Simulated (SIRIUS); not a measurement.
# NiMoIrPdW (P3m1) in SIRIUS: convergence with gk cutoff, part 2 of 4

SIRIUS 7.12.0. Earlier steps stand in the parts before.

### 3 With gk cutoff 2.7 1/bohr

Contents of sirius.json:

```json
{
  "control": {
    "processing_unit": "cpu",
    "std_evp_solver_name": "lapack",
    "gen_evp_solver_name": "lapack",
    "verbosity": 2,
    "print_forces": true,
    "ortho_rf": true,
    "use_second_variation": true,
    "rmt_max": 3.0,
    "num_bands_to_print": 24,
    "save_wf": true
  },
  "parameters": {
    "electronic_structure_method": "full_potential_lapwlo",
    "xc_functionals": ["XC_GGA_X_PBE_SOL", "XC_GGA_C_PBE_SOL"],
    "core_relativity": "dirac",
    "valence_relativity": "iora",
    "num_fv_states": 85,
    "smearing": "fermi_dirac",
    "smearing_width": 0.0018374661,
    "pw_cutoff": 20,
    "gk_cutoff": 2.7,
    "lmax_apw": 10,
    "lmax_rho": 8,
    "lmax_pot": 8,
    "num_mag_dims": 1,
    "auto_rmt": 0,
    "ngridk": [2, 2, 2],
    "shiftk": [0, 0, 0],
    "num_dft_iter": 80,
    "energy_tol": 1e-07,
    "density_tol": 1e-05,
    "use_symmetry": true
  },
  "settings": {"tol_ne": 1e-10},
  "iterative_solver": {"type": "exact"},
  "mixer": {"type": "anderson", "beta": 0.4, "max_history": 8},
  "unit_cell": {
    "lattice_vectors": [[7.836127321, 0.0, 0.0], [-3.9180636605, 6.7862899724, -0.0], [0.0, -0.0, 10.2353047115]],
    "atom_types": ["Ir", "Mo", "Ni", "Pd", "W"],
    "atom_files": {"Ir": "Ir.json", "Mo": "Mo.json", "Ni": "Ni.json", "Pd": "Pd.json", "W": "W.json"},
    "atoms": {
      "Ir": [[0.33333, 0.66667, 0.25641, 0.0, 0.0, 0.6]],
      "Mo": [[0.66667, 0.33333, 0.45996, 0.0, 0.0, 1.0]],
      "Ni": [[0.0, 0.0, 0.02221, 0.0, 0.0, 1.0]],
      "Pd": [[0.33333, 0.66667, 0.74601, 0.0, 0.0, 0.0]],
      "W": [[0.66667, 0.33333, 0.99985, 0.0, 0.0, 0.0]]
    }
  }
}
```

Contents of Ir.json:

```json
{
  "name": "iridium",
  "symbol": "Ir",
  "number": 77,
  "mass": 192.217,
  "rmin": 1e-06,
  "rmt": 2.34,
  "nrmt": 800,
  "rinf": 13.6,
  "core": "1s2s2p3s3p3d4s4p4d",
  "valence": [
    {"basis": [{"enu": 0.18, "dme": 0, "n": 0, "auto": 0}, {"enu": 0.18, "dme": 1, "n": 0, "auto": 0}]},
[... 30 lines left out ...]
    {"l": 3, "basis": [{"enu": 0.28, "dme": 0, "n": 0, "auto": 0}, {"enu": 0.28, "dme": 1, "n": 0, "auto": 0}]},
    {
      "l": 3,
      "basis": [{"enu": -1.7896, "dme": 0, "n": 4, "auto": 1}, {"enu": -1.7896, "dme": 1, "n": 4, "auto": 1}]
    },
    {
      "l": 3,
      "basis": [{"enu": -1.7896, "dme": 1, "n": 4, "auto": 1}, {"enu": 0.28, "dme": 0, "n": 0, "auto": 0}]
    },
    {"l": 3, "basis": [{"enu": 0.28, "dme": 0, "n": 0, "auto": 0}, {"enu": 4.517, "dme": 0, "n": 0, "auto": 0}]},
    {"l": 4, "basis": [{"enu": 0.28, "dme": 0, "n": 0, "auto": 0}, {"enu": 0.28, "dme": 1, "n": 0, "auto": 0}]},
    {"l": 4, "basis": [{"enu": 0.28, "dme": 0, "n": 0, "auto": 0}, {"enu": 3.7865, "dme": 0, "n": 0, "auto": 0}]}
  ],
  "free_atom": [... radial grid and density of the free atom, the start of the SCF ...]
}
```

Contents of Mo.json:

```json
{
  "name": "molybdenum",
  "symbol": "Mo",
  "number": 42,
[... 25 lines left out ...]
    {
      "l": 1,
      "basis": [{"enu": -0.9913, "dme": 0, "n": 4, "auto": 1}, {"enu": -0.9913, "dme": 1, "n": 4, "auto": 1}]
    },
    {
      "l": 1,
      "basis": [{"enu": -0.9913, "dme": 1, "n": 4, "auto": 1}, {"enu": 0.28, "dme": 0, "n": 0, "auto": 0}]
    },
    {"l": 1, "basis": [{"enu": 0.28, "dme": 0, "n": 0, "auto": 0}, {"enu": 3.9146, "dme": 0, "n": 0, "auto": 0}]},
    {"l": 2, "basis": [{"enu": 0.28, "dme": 0, "n": 0, "auto": 0}, {"enu": 0.28, "dme": 1, "n": 0, "auto": 0}]},
    {"l": 2, "basis": [{"enu": 0.28, "dme": 1, "n": 0, "auto": 0}, {"enu": 0.28, "dme": 2, "n": 0, "auto": 0}]},
    {"l": 2, "basis": [{"enu": 0.28, "dme": 0, "n": 0, "auto": 0}, {"enu": 3.3615, "dme": 0, "n": 0, "auto": 0}]},
    {"l": 3, "basis": [{"enu": 0.28, "dme": 0, "n": 0, "auto": 0}, {"enu": 0.28, "dme": 1, "n": 0, "auto": 0}]},
    {"l": 3, "basis": [{"enu": 0.28, "dme": 0, "n": 0, "auto": 0}, {"enu": 3.717, "dme": 0, "n": 0, "auto": 0}]}
  ],
  "free_atom": [... radial grid and density of the free atom, the start of the SCF ...]
}
```

Contents of Ni.json:

```json
{
  "name": "nickel",
  "symbol": "Ni",
  "number": 28,
  "mass": 58.6934,
  "rmin": 1e-06,
  "rmt": 2.12,
  "nrmt": 800,
  "rinf": 14.89,
  "core": "1s2s2p",
  "valence": [
[... 23 lines left out ...]
      "l": 1,
      "basis": [{"enu": -2.1209, "dme": 1, "n": 3, "auto": 1}, {"enu": 0.28, "dme": 0, "n": 0, "auto": 0}]
    },
    {"l": 1, "basis": [{"enu": 0.28, "dme": 0, "n": 0, "auto": 0}, {"enu": 4.374, "dme": 0, "n": 0, "auto": 0}]},
    {
      "l": 2,
      "basis": [{"enu": 0.2691, "dme": 0, "n": 0, "auto": 0}, {"enu": 0.2691, "dme": 1, "n": 0, "auto": 0}]
    },
    {
      "l": 2,
      "basis": [{"enu": 0.2691, "dme": 1, "n": 0, "auto": 0}, {"enu": 0.2691, "dme": 2, "n": 0, "auto": 0}]
    },
    {"l": 2, "basis": [{"enu": 0.2691, "dme": 0, "n": 0, "auto": 0}, {"enu": 3.74, "dme": 0, "n": 0, "auto": 0}]},
    {"l": 3, "basis": [{"enu": 0.28, "dme": 0, "n": 0, "auto": 0}, {"enu": 0.28, "dme": 1, "n": 0, "auto": 0}]},
    {"l": 3, "basis": [{"enu": 0.28, "dme": 0, "n": 0, "auto": 0}, {"enu": 4.1515, "dme": 0, "n": 0, "auto": 0}]}
  ],
  "free_atom": [... radial grid and density of the free atom, the start of the SCF ...]
}
```

Contents of Pd.json:

```json
{
  "name": "palladium",
  "symbol": "Pd",
  "number": 46,
[... 19 lines left out ...]
    {
      "l": 1,
      "basis": [{"enu": -1.4449, "dme": 0, "n": 4, "auto": 1}, {"enu": -1.4449, "dme": 1, "n": 4, "auto": 1}]
    },
    {
      "l": 1,
      "basis": [{"enu": -1.4449, "dme": 1, "n": 4, "auto": 1}, {"enu": 0.28, "dme": 0, "n": 0, "auto": 0}]
    },
    {"l": 1, "basis": [{"enu": 0.28, "dme": 0, "n": 0, "auto": 0}, {"enu": 3.9146, "dme": 0, "n": 0, "auto": 0}]},
    {"l": 2, "basis": [{"enu": 0.28, "dme": 0, "n": 0, "auto": 0}, {"enu": 0.28, "dme": 1, "n": 0, "auto": 0}]},
    {"l": 2, "basis": [{"enu": 0.28, "dme": 1, "n": 0, "auto": 0}, {"enu": 0.28, "dme": 2, "n": 0, "auto": 0}]},
    {"l": 2, "basis": [{"enu": 0.28, "dme": 0, "n": 0, "auto": 0}, {"enu": 3.3615, "dme": 0, "n": 0, "auto": 0}]},
    {"l": 3, "basis": [{"enu": 0.28, "dme": 0, "n": 0, "auto": 0}, {"enu": 0.28, "dme": 1, "n": 0, "auto": 0}]},
    {"l": 3, "basis": [{"enu": 0.28, "dme": 0, "n": 0, "auto": 0}, {"enu": 3.717, "dme": 0, "n": 0, "auto": 0}]}
  ],
  "free_atom": [... radial grid and density of the free atom, the start of the SCF ...]
}
```

Contents of W.json:

```json
{
  "name": "tungsten",
  "symbol": "W",
  "number": 74,
  "mass": 183.84,
  "rmin": 1e-06,
  "rmt": 2.34,
  "nrmt": 800,
  "rinf": 14.93,
  "core": "1s2s2p3s3p3d4s4p4d",
  "valence": [
    {"basis": [{"enu": 0.18, "dme": 0, "n": 0, "auto": 0}, {"enu": 0.18, "dme": 1, "n": 0, "auto": 0}]},
[... 30 lines left out ...]
    {"l": 3, "basis": [{"enu": 0.28, "dme": 0, "n": 0, "auto": 0}, {"enu": 0.28, "dme": 1, "n": 0, "auto": 0}]},
    {
      "l": 3,
      "basis": [{"enu": -0.7862, "dme": 0, "n": 4, "auto": 1}, {"enu": -0.7862, "dme": 1, "n": 4, "auto": 1}]
    },
    {
      "l": 3,
      "basis": [{"enu": -0.7862, "dme": 1, "n": 4, "auto": 1}, {"enu": 0.28, "dme": 0, "n": 0, "auto": 0}]
    },
    {"l": 3, "basis": [{"enu": 0.28, "dme": 0, "n": 0, "auto": 0}, {"enu": 4.517, "dme": 0, "n": 0, "auto": 0}]},
    {"l": 4, "basis": [{"enu": 0.28, "dme": 0, "n": 0, "auto": 0}, {"enu": 0.28, "dme": 1, "n": 0, "auto": 0}]},
    {"l": 4, "basis": [{"enu": 0.28, "dme": 0, "n": 0, "auto": 0}, {"enu": 3.7865, "dme": 0, "n": 0, "auto": 0}]}
  ],
  "free_atom": [... radial grid and density of the free atom, the start of the SCF ...]
}
```

Contents of sirius_start.json:

```json
{
  "control": {
    "processing_unit": "cpu",
    "std_evp_solver_name": "lapack",
    "gen_evp_solver_name": "lapack",
    "verbosity": 1,
    "print_forces": false,
    "ortho_rf": true,
    "use_second_variation": true,
    "rmt_max": 3.0,
    "num_bands_to_print": 24,
    "save_wf": false
  },
  "parameters": {
    "electronic_structure_method": "full_potential_lapwlo",
    "xc_functionals": ["XC_LDA_X", "XC_LDA_C_PW"],
    "core_relativity": "dirac",
    "valence_relativity": "iora",
    "num_fv_states": 85,
    "smearing": "fermi_dirac",
    "smearing_width": 0.0055123983,
    "pw_cutoff": 20,
    "gk_cutoff": 2.16,
    "lmax_apw": 10,
    "lmax_rho": 8,
    "lmax_pot": 8,
    "num_mag_dims": 1,
    "auto_rmt": 0,
    "ngridk": [1, 1, 1],
    "shiftk": [0, 0, 0],
    "num_dft_iter": 30,
    "energy_tol": 0.01,
    "density_tol": 0.05,
    "use_symmetry": true
  },
  "settings": {"tol_ne": 1e-10},
  "iterative_solver": {"type": "exact"},
  "mixer": {"type": "anderson", "beta": 0.4, "max_history": 8},
  "unit_cell": {
    "lattice_vectors": [[7.836127321, 0.0, 0.0], [-3.9180636605, 6.7862899724, -0.0], [0.0, -0.0, 10.2353047115]],
    "atom_types": ["Ir", "Mo", "Ni", "Pd", "W"],
    "atom_files": {"Ir": "Ir.json", "Mo": "Mo.json", "Ni": "Ni.json", "Pd": "Pd.json", "W": "W.json"},
    "atoms": {
      "Ir": [[0.33333, 0.66667, 0.25641, 0.0, 0.0, 0.6]],
      "Mo": [[0.66667, 0.33333, 0.45996, 0.0, 0.0, 1.0]],
      "Ni": [[0.0, 0.0, 0.02221, 0.0, 0.0, 1.0]],
      "Pd": [[0.33333, 0.66667, 0.74601, 0.0, 0.0, 0.0]],
      "W": [[0.66667, 0.33333, 0.99985, 0.0, 0.0, 0.0]]
    }
  }
}
```

Potentials or basis: all-electron FP-LAPW, apw+lo standard.

Command:

```bash
$ OMP_NUM_THREADS=2 sirius.scf --input=sirius_start.json --output=start.json
$ OMP_NUM_THREADS=2 sirius.scf --input=sirius.json --output=output.json --task=1
```

Run time: 6.6 min. Hardware: 2 threads of Arm Neoverse V2, shared host; peak memory 1 GiB.

Results:

```yaml
Free_energy: -1214329.0175 eV
Largest_force: 1.759 eV/Å
Band_gap_on_the_k_mesh: none (metal or under the smearing width)
Net_moment: 0.00 μB per cell
All_electrons_inside_the_program's_atomic_spheres: Ni 26.70; Mo 39.32; Pd 44.06; Ir 74.82; W 71.42 (radii Ir 2.34, Mo 2.25, Ni 2.12, Pd 2.25, W 2.34 bohr)
```

### 4 With gk cutoff 3.11 1/bohr

sirius.json: that of step 3 with these lines changed.

```diff
@@ -22,3 +22,3 @@
     "pw_cutoff": 20,
-    "gk_cutoff": 2.7,
+    "gk_cutoff": 3.11,
     "lmax_apw": 10,
```

Contents of Ir.json:

```json
{
  "name": "iridium",
  "symbol": "Ir",
  "number": 77,
  "mass": 192.217,
  "rmin": 1e-06,
  "rmt": 2.34,
  "nrmt": 800,
  "rinf": 13.6,
  "core": "1s2s2p3s3p3d4s4p4d",
  "valence": [
    {"basis": [{"enu": 0.19, "dme": 0, "n": 0, "auto": 0}, {"enu": 0.19, "dme": 1, "n": 0, "auto": 0}]},
[... 30 lines left out ...]
    {"l": 3, "basis": [{"enu": 0.29, "dme": 0, "n": 0, "auto": 0}, {"enu": 0.29, "dme": 1, "n": 0, "auto": 0}]},
    {
      "l": 3,
      "basis": [{"enu": -1.7796, "dme": 0, "n": 4, "auto": 1}, {"enu": -1.7796, "dme": 1, "n": 4, "auto": 1}]
    },
    {
      "l": 3,
      "basis": [{"enu": -1.7796, "dme": 1, "n": 4, "auto": 1}, {"enu": 0.29, "dme": 0, "n": 0, "auto": 0}]
    },
    {"l": 3, "basis": [{"enu": 0.29, "dme": 0, "n": 0, "auto": 0}, {"enu": 4.527, "dme": 0, "n": 0, "auto": 0}]},
    {"l": 4, "basis": [{"enu": 0.29, "dme": 0, "n": 0, "auto": 0}, {"enu": 0.29, "dme": 1, "n": 0, "auto": 0}]},
    {"l": 4, "basis": [{"enu": 0.29, "dme": 0, "n": 0, "auto": 0}, {"enu": 3.7965, "dme": 0, "n": 0, "auto": 0}]}
  ],
  "free_atom": [... radial grid and density of the free atom, the start of the SCF ...]
}
```

Contents of Mo.json:

```json
{
  "name": "molybdenum",
  "symbol": "Mo",
  "number": 42,
[... 25 lines left out ...]
    {
      "l": 1,
      "basis": [{"enu": -0.9813, "dme": 0, "n": 4, "auto": 1}, {"enu": -0.9813, "dme": 1, "n": 4, "auto": 1}]
    },
    {
      "l": 1,
      "basis": [{"enu": -0.9813, "dme": 1, "n": 4, "auto": 1}, {"enu": 0.29, "dme": 0, "n": 0, "auto": 0}]
    },
    {"l": 1, "basis": [{"enu": 0.29, "dme": 0, "n": 0, "auto": 0}, {"enu": 3.9246, "dme": 0, "n": 0, "auto": 0}]},
    {"l": 2, "basis": [{"enu": 0.29, "dme": 0, "n": 0, "auto": 0}, {"enu": 0.29, "dme": 1, "n": 0, "auto": 0}]},
    {"l": 2, "basis": [{"enu": 0.29, "dme": 1, "n": 0, "auto": 0}, {"enu": 0.29, "dme": 2, "n": 0, "auto": 0}]},
    {"l": 2, "basis": [{"enu": 0.29, "dme": 0, "n": 0, "auto": 0}, {"enu": 3.3715, "dme": 0, "n": 0, "auto": 0}]},
    {"l": 3, "basis": [{"enu": 0.29, "dme": 0, "n": 0, "auto": 0}, {"enu": 0.29, "dme": 1, "n": 0, "auto": 0}]},
    {"l": 3, "basis": [{"enu": 0.29, "dme": 0, "n": 0, "auto": 0}, {"enu": 3.727, "dme": 0, "n": 0, "auto": 0}]}
  ],
  "free_atom": [... radial grid and density of the free atom, the start of the SCF ...]
}
```

Contents of Ni.json:

```json
{
  "name": "nickel",
  "symbol": "Ni",
  "number": 28,
  "mass": 58.6934,
  "rmin": 1e-06,
  "rmt": 2.12,
  "nrmt": 800,
  "rinf": 14.89,
  "core": "1s2s2p",
  "valence": [
[... 23 lines left out ...]
      "l": 1,
      "basis": [{"enu": -2.1109, "dme": 1, "n": 3, "auto": 1}, {"enu": 0.29, "dme": 0, "n": 0, "auto": 0}]
    },
    {"l": 1, "basis": [{"enu": 0.29, "dme": 0, "n": 0, "auto": 0}, {"enu": 4.384, "dme": 0, "n": 0, "auto": 0}]},
    {
      "l": 2,
      "basis": [{"enu": 0.2791, "dme": 0, "n": 0, "auto": 0}, {"enu": 0.2791, "dme": 1, "n": 0, "auto": 0}]
    },
    {
      "l": 2,
      "basis": [{"enu": 0.2791, "dme": 1, "n": 0, "auto": 0}, {"enu": 0.2791, "dme": 2, "n": 0, "auto": 0}]
    },
    {"l": 2, "basis": [{"enu": 0.2791, "dme": 0, "n": 0, "auto": 0}, {"enu": 3.75, "dme": 0, "n": 0, "auto": 0}]},
    {"l": 3, "basis": [{"enu": 0.29, "dme": 0, "n": 0, "auto": 0}, {"enu": 0.29, "dme": 1, "n": 0, "auto": 0}]},
    {"l": 3, "basis": [{"enu": 0.29, "dme": 0, "n": 0, "auto": 0}, {"enu": 4.1615, "dme": 0, "n": 0, "auto": 0}]}
  ],
  "free_atom": [... radial grid and density of the free atom, the start of the SCF ...]
}
```

Contents of Pd.json:

```json
{
  "name": "palladium",
  "symbol": "Pd",
  "number": 46,
[... 19 lines left out ...]
    {
      "l": 1,
      "basis": [{"enu": -1.4349, "dme": 0, "n": 4, "auto": 1}, {"enu": -1.4349, "dme": 1, "n": 4, "auto": 1}]
    },
    {
      "l": 1,
      "basis": [{"enu": -1.4349, "dme": 1, "n": 4, "auto": 1}, {"enu": 0.29, "dme": 0, "n": 0, "auto": 0}]
    },
    {"l": 1, "basis": [{"enu": 0.29, "dme": 0, "n": 0, "auto": 0}, {"enu": 3.9246, "dme": 0, "n": 0, "auto": 0}]},
    {"l": 2, "basis": [{"enu": 0.29, "dme": 0, "n": 0, "auto": 0}, {"enu": 0.29, "dme": 1, "n": 0, "auto": 0}]},
    {"l": 2, "basis": [{"enu": 0.29, "dme": 1, "n": 0, "auto": 0}, {"enu": 0.29, "dme": 2, "n": 0, "auto": 0}]},
    {"l": 2, "basis": [{"enu": 0.29, "dme": 0, "n": 0, "auto": 0}, {"enu": 3.3715, "dme": 0, "n": 0, "auto": 0}]},
    {"l": 3, "basis": [{"enu": 0.29, "dme": 0, "n": 0, "auto": 0}, {"enu": 0.29, "dme": 1, "n": 0, "auto": 0}]},
    {"l": 3, "basis": [{"enu": 0.29, "dme": 0, "n": 0, "auto": 0}, {"enu": 3.727, "dme": 0, "n": 0, "auto": 0}]}
  ],
  "free_atom": [... radial grid and density of the free atom, the start of the SCF ...]
}
```

Contents of W.json:

```json
{
  "name": "tungsten",
  "symbol": "W",
  "number": 74,
  "mass": 183.84,
  "rmin": 1e-06,
  "rmt": 2.34,
  "nrmt": 800,
  "rinf": 14.93,
  "core": "1s2s2p3s3p3d4s4p4d",
  "valence": [
    {"basis": [{"enu": 0.19, "dme": 0, "n": 0, "auto": 0}, {"enu": 0.19, "dme": 1, "n": 0, "auto": 0}]},
[... 30 lines left out ...]
    {"l": 3, "basis": [{"enu": 0.29, "dme": 0, "n": 0, "auto": 0}, {"enu": 0.29, "dme": 1, "n": 0, "auto": 0}]},
    {
      "l": 3,
      "basis": [{"enu": -0.7762, "dme": 0, "n": 4, "auto": 1}, {"enu": -0.7762, "dme": 1, "n": 4, "auto": 1}]
    },
    {
      "l": 3,
      "basis": [{"enu": -0.7762, "dme": 1, "n": 4, "auto": 1}, {"enu": 0.29, "dme": 0, "n": 0, "auto": 0}]
    },
    {"l": 3, "basis": [{"enu": 0.29, "dme": 0, "n": 0, "auto": 0}, {"enu": 4.527, "dme": 0, "n": 0, "auto": 0}]},
    {"l": 4, "basis": [{"enu": 0.29, "dme": 0, "n": 0, "auto": 0}, {"enu": 0.29, "dme": 1, "n": 0, "auto": 0}]},
    {"l": 4, "basis": [{"enu": 0.29, "dme": 0, "n": 0, "auto": 0}, {"enu": 3.7965, "dme": 0, "n": 0, "auto": 0}]}
  ],
  "free_atom": [... radial grid and density of the free atom, the start of the SCF ...]
}
```

sirius_start.json: that of step 3 with these lines changed.

```diff
@@ -22,3 +22,3 @@
     "pw_cutoff": 20,
-    "gk_cutoff": 2.16,
+    "gk_cutoff": 2.49,
     "lmax_apw": 10,
```

Command:

```bash
$ OMP_NUM_THREADS=2 sirius.scf --input=sirius_start.json --output=start.json
$ OMP_NUM_THREADS=2 sirius.scf --input=sirius.json --output=output.json --task=1
```

Wall time 6.6 min (2 threads of Arm Neoverse V2, shared host); peak memory 1.1 GiB.

What came out:

* Free energy: -1214335.0412 eV
* Largest force: 1.757 eV/Å
* Band gap on the k mesh: none (metal or under the smearing width)
* Net moment: 0.00 μB per cell
* All electrons inside the program's atomic spheres: Ni 26.74; Mo 39.38; Pd 44.12; Ir 74.87; W 71.47 (radii Ir 2.34, Mo 2.25, Ni 2.12, Pd 2.25, W 2.34 bohr)

(Part 2 of 4 ends here.)
